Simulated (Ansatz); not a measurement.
# C₂H₆Cl₂F₂O₂SSi₂: up Jacob's ladder to CCSD(T)

An exercise on one series of results from a longer session: the logs are not shown, and one member is left open.

Program: Ansatz 0.2.0, Gaussian basis. Level of theory: functionals in def2-TZVPP, the program's frozen cores in correlated methods. These are calculated values, not measurements.

Plan: LDA (SPW92), PBE-D4, revPBE-D4, BLYP-D4, r2SCAN-D4, B97M-V, PBE0-D4, B3LYP-D4, r2SCANh-D4, r2SCAN0-D4, HSE06-D4, BHLYP-D4, CAM-B3LYP-D4, LC-ωPBE, ωB97X-V, ωB97M-V, B2PLYP, PBE-QIDH; CCSD(T)/def2-SVP; CCSD(T)/def2-TZVPP; MP2/def2-QZVPP; extrapolation to the limit; RPA on PBE.

**Structure used throughout**

The geometry comes from an earlier relaxation with PBE0-D4 in a triple-zeta def2 set; it is a stationary point, not always the lowest conformer.

SMILES `CO[Si](F)(F)S[Si](Cl)(Cl)OC`, 17 atoms, charge 0, spin multiplicity 1.

Atoms are counted from 1 here; the program's logs count them from 0.

Bond lengths: C1–O2 1.417 Å, C1–H12 1.093 Å, C1–H13 1.090 Å, C1–H14 1.093 Å, O2–Si3 1.605 Å, Si3–F4 1.581 Å, Si3–F5 1.583 Å, Si3–S6 2.106 Å, S6–Si7 2.114 Å, Si7–Cl8 2.036 Å, Si7–Cl9 2.038 Å, Si7–O10 1.611 Å, O10–C11 1.416 Å, C11–H15 1.093 Å, C11–H16 1.089 Å, C11–H17 1.093 Å. Angles: O2–C1–H12 110.6°, O2–C1–H13 107.7°, O2–C1–H14 111.2°, H12–C1–H13 109.0°, H12–C1–H14 109.3°, H13–C1–H14 109.0°, C1–O2–Si3 127.2°, O2–Si3–F4 109.9°, O2–Si3–F5 111.7°, O2–Si3–S6 105.0°, F4–Si3–F5 105.2°, F4–Si3–S6 113.2°, F5–Si3–S6 112.0°, Si3–S6–Si7 98.7°, S6–Si7–Cl8 107.2°, S6–Si7–Cl9 112.5°, S6–Si7–O10 107.8°, Cl8–Si7–Cl9 107.1° and more.

Set-up of the first run:

File in.yaml:

```yaml
crystal:
  periodic: [false, false, false]
  atoms:
    - {symbol: C, position_ang: [-0.311121, 3.735439, -0.833580]}
    - {symbol: O, position_ang: [-0.017267, 2.771885, 0.163174]}
    - {symbol: Si, position_ang: [-0.127933, 1.175556, 0.032361]}
    - {symbol: F, position_ang: [-1.489175, 0.787613, -0.673087]}
    - {symbol: F, position_ang: [1.006375, 0.584427, -0.899928]}
    - {symbol: S, position_ang: [0.017870, 0.455720, 2.006520]}
    - {symbol: Si, position_ang: [0.487636, -1.559811, 1.576318]}
    - {symbol: Cl, position_ang: [-0.041059, -2.661832, 3.204536]}
    - {symbol: Cl, position_ang: [2.483348, -1.850029, 1.279401]}
    - {symbol: O, position_ang: [-0.335170, -1.986423, 0.258871]}
    - {symbol: C, position_ang: [-0.160641, -3.140613, -0.542955]}
    - {symbol: H, position_ang: [0.464856, 3.741070, -1.603225]}
    - {symbol: H, position_ang: [-0.339916, 4.712582, -0.352058]}
    - {symbol: H, position_ang: [-1.280213, 3.539046, -1.299521]}
    - {symbol: H, position_ang: [0.881127, -3.243734, -0.855980]}
    - {symbol: H, position_ang: [-0.791259, -3.024533, -1.423585]}
    - {symbol: H, position_ang: [-0.466558, -4.036666, 0.003039]}
basis:
  gaussian: {orbitals: def2-TZVPP}
hamiltonian: {xc: lda}
output: {orbitals: {seedname: orbitals}}
```

Among the steps run: LDA; PBE-D4 (GGA); revPBE-D4 (GGA); BLYP-D4 (GGA); r2SCAN-D4 (meta-GGA); B97M-V (meta-GGA); PBE0-D4 (hybrid); B3LYP-D4 (hybrid); r2SCANh-D4 (hybrid); r2SCAN0-D4 (hybrid); HSE06-D4 (hybrid); BHLYP-D4 (hybrid); CAM-B3LYP-D4 (range-separated); LC-ωPBE (range-separated); ωB97X-V (range-separated); ωB97M-V (range-separated); B2PLYP (double hybrid); PBE-QIDH (double hybrid).

One table of the session follows, with a row left open; its other results are not shown here.

It belongs to the step «Orbital energies across the functionals». 

```
  functional  HOMO (eV)  gap (eV)
 LDA (SPW92)      -7.06      5.68
      PBE-D4      -6.91      5.81
   revPBE-D4      -6.85      5.87
     BLYP-D4      -6.71      5.78
   r2SCAN-D4      -7.24      6.48
      B97M-V      -7.35      6.66
     PBE0-D4      -8.22      8.08
    B3LYP-D4      -7.92      7.59
  r2SCANh-D4      -7.71      7.29
  r2SCAN0-D4      -8.42      8.49
    HSE06-D4      -7.81      7.30
    BHLYP-D4          ?         ?
CAM-B3LYP-D4      -9.50     10.54
     LC-ωPBE     -10.93     13.15
     ωB97X-V     -10.56     12.68
     ωB97M-V     -10.38     12.26
```

**Question.** Estimate the row for BHLYP-D4.

Worked estimate for «HOMO (eV)». Against the share of exact exchange, BLYP-D4 (0, -6.71), B3LYP-D4 (0.2, -7.92) give a slope of -6.05 per unit share; at 0.5 the line stands at -9.73.

**Answer.** HOMO (eV): -9.32; gap (eV): 10.31. In «HOMO (eV)» the line misses by -0.41.
